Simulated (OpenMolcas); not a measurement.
**Os³⁺ among point charges: CASSCF and CASPT2 levels and susceptibility**

Aim: the splitting of the states of Os³⁺ in the field of 6 point charges, its lowest levels with spin-orbit coupling and its magnetic susceptibility.

Method: state-averaged CASSCF and CASPT2, spin-orbit coupling by RASSI with atomic mean-field integrals. Code: OpenMolcas 26.06.

## (1) Starting point

| Item | Value |
| --- | --- |
| Species | Os³⁺ (osmium, Z = 76, 73 electrons) |
| Basis | ANO-RCC-VDZP [7s6p4d2f1g], 68 functions |
| Scalar Hamiltonian | DKH2, point nucleus |
| Inactive shells | 1s 2s 2p 3s 3p 3d 4s 4p 4d 4f 5s 5p |
| Active space | 5 electrons in 5 orbitals (5d) |
| Some configurations of this space | 5d5 |
| Orbitals | optimised for each spin and parity, averaged over all roots |

Outer shells as boxes (Hund's rule):

5d5
```
5d [↑ ][↑ ][↑ ][↑ ][↑ ]
```

The ion sits among 6 point charges of -1.36 e arranged as an octahedron (Oh), 1.78 Å from the ion.

Each step is its own input file, run in one work folder so that later steps find the files of earlier ones. Labels, J, g values, rates, χT and fits are worked out afterwards by a script from the matrices that RASSI stores. The input lists half of the charges; inversion (Group=XYZ) makes the rest.

## (2) Basis and integrals

a.inp

```
&GATEWAY
Coord
1

Os 0.0 0.0 0.0
Basis=ANO-RCC-VDZP
Group=XYZ
NoMove
AngMom=0.0 0.0 0.0
AMFI
XField
3 Angstrom 0
1.780000 0.000000 0.000000 -1.360000
0.000000 1.780000 0.000000 -1.360000
0.000000 0.000000 1.780000 -1.360000
&SEWARD
```

## (3) CASSCF: sextets of even parity, 1 root

a.inp

```
&RASSCF
FileOrb=start.orb
Symmetry=1
Spin=6
nActEl=5 0 0
Inactive=15 19
Ras2=5 0
CIRoot=1 1 1
SDav=1
CIMx=300
Iter=120 100
PrWF=0.3
OrbListing=Nothing
MaxOrb=0
>>> COPY $Project.JobIph JOB001
```

start.orb holds the contracted functions of the basis, ordered by shell, or the orbitals of the step before.

## (4) Reference wave functions, quartets of even parity, 24 roots

a.inp

```
&RASSCF
FileOrb=start.orb
Symmetry=1
Spin=4
nActEl=5 0 0
Inactive=15 19
Ras2=5 0
CIRoot=24 24 1
SDav=24
CIMx=300
Iter=120 100
PrWF=0.3
OrbListing=Nothing
MaxOrb=0
>>> COPY $Project.JobIph JOB002
```

## (5) CASSCF: doublets of even parity, 75 roots

a.inp

```
&RASSCF
FileOrb=start.orb
Symmetry=1
Spin=2
nActEl=5 0 0
Inactive=15 19
Ras2=5 0
CIRoot=75 75 1
SDav=75
CIMx=300
Iter=120 100
PrWF=0.3
OrbListing=Nothing
MaxOrb=0
>>> COPY $Project.JobIph JOB003
```

## (6) State interaction with spin-orbit coupling

a.inp

```
&RASSI
NrOfJobIphs=3 1 24 75
1
1 2 3 4 5 6 7 8 9 10 11 12 13 14 15 16 17 18 19 20 21 22 23 24
1 2 3 4 5 6 7 8 9 10 11 12 13 14 15 16 17 18 19 20 21 22 23 24 25 26 27
28 29 30 31 32 33 34 35 36 37 38 39 40 41 42 43 44 45 46 47 48 49 50 51
52 53 54 55 56 57 58 59 60 61 62 63 64 65 66 67 68 69 70 71 72 73 74 75
IphNames
JOB001
JOB002
JOB003
EJob
SpinOrbit
DIPRint=1.0
SOCoupling=1000.0
Subsets=2
Property=9
'ANGMOM' 1 'ANGMOM' 2 'ANGMOM' 3 'MLTPL  1' 1 'MLTPL  1' 2 'MLTPL  1' 3
'AMFI' 1 'AMFI' 2 'AMFI' 3
SOProperty=3
'ANGMOM' 1 'ANGMOM' 2 'ANGMOM' 3
```

## (7) CASPT2: IPEA 0.25, imaginary shift 0.1 (closed shells correlated: 5s 5p)

a.inp

```
>>> COPY JOB001 $Project.JobIph
&CASPT2
Multistate=1 1
Frozen=14 16
IPEA=0.25
Imaginary=0.1
MaxIter=60
WThr=0.0 0.3 0.05
PrWF=0.5
NoMix
>>> COPY JOB002 $Project.JobIph
&CASPT2
Multistate=24 1 2 3 4 5 6 7 8 9 10 11 12 13 14 15 16 17 18 19 20 21 22
23 24
NoMult
Frozen=14 16
IPEA=0.25
Imaginary=0.1
MaxIter=60
WThr=0.0 0.3 0.05
PrWF=0.5
NoMix
>>> COPY JOB003 $Project.JobIph
&CASPT2
Multistate=75 1 2 3 4 5 6 7 8 9 10 11 12 13 14 15 16 17 18 19 20 21 22
23 24 25 26 27 28 29 30 31 32 33 34 35 36 37 38 39 40 41 42 43 44 45 46
47 48 49 50 51 52 53 54 55 56 57 58 59 60 61 62 63 64 65 66 67 68 69 70
71 72 73 74 75
NoMult
Frozen=14 16
IPEA=0.25
Imaginary=0.1
MaxIter=60
WThr=0.0 0.3 0.05
PrWF=0.5
NoMix
```

(Steps that only read results are left out.)

Before running it: what results should come out? Wanted: spin-free ground state; lowest level; next level.

As calculated:

```
                 quantity                                                                        value
                   method  SS-CASPT2, IPEA 0.25, imaginary shift 0.1 (closed shells correlated: 5s 5p)
   spin-free ground state                                              6A1, 1-fold in its orbital part
             lowest level                                              2-fold Γ7, g = 2.61, 2.61, 2.61
               next level                                                                  2367.9 cm⁻¹
              χT at 300 K                                                               0.98 cm³ K/mol
effective moment at 300 K                                                                      2.80 μB
```

Cost by method:

| method | time of its own steps | time with the reference |
| --- | --- | --- |
| A. CASSCF | 31 s | 31 s |
| B. SS-CASPT2, IPEA 0.25, imaginary shift 0.1, +5s 5p | 12 s | 43 s |

Times are of one thread on a shared host.

The spin-free ground state (6A1) comes to 100 % from free-ion S terms and keeps the highest spin of the shell. χT at 300 K is 0.98, against 4.39 cm³ K/mol for the spin alone, so spin-orbit coupling lowers it. An active space of the d shell alone favours high spin; real ions in strong fields can be low spin. A ligand-field fit to the states below 45000 cm-1 gives 10Dq = 16516 cm-1, B = 698 cm-1 and C = 3057 cm-1 (C/B = 4.38), with a deviation of 606 cm-1. CASPT2 does not keep the components of a term degenerate, and the means are used. The field of point charges can differ much from that of real complexes. With metal d orbitals alone active, the gaps between spin states are rough; where two lie within a few thousand cm-1, their order is open. Point charges carry no covalency, so the field is a model and not that of real ligands.
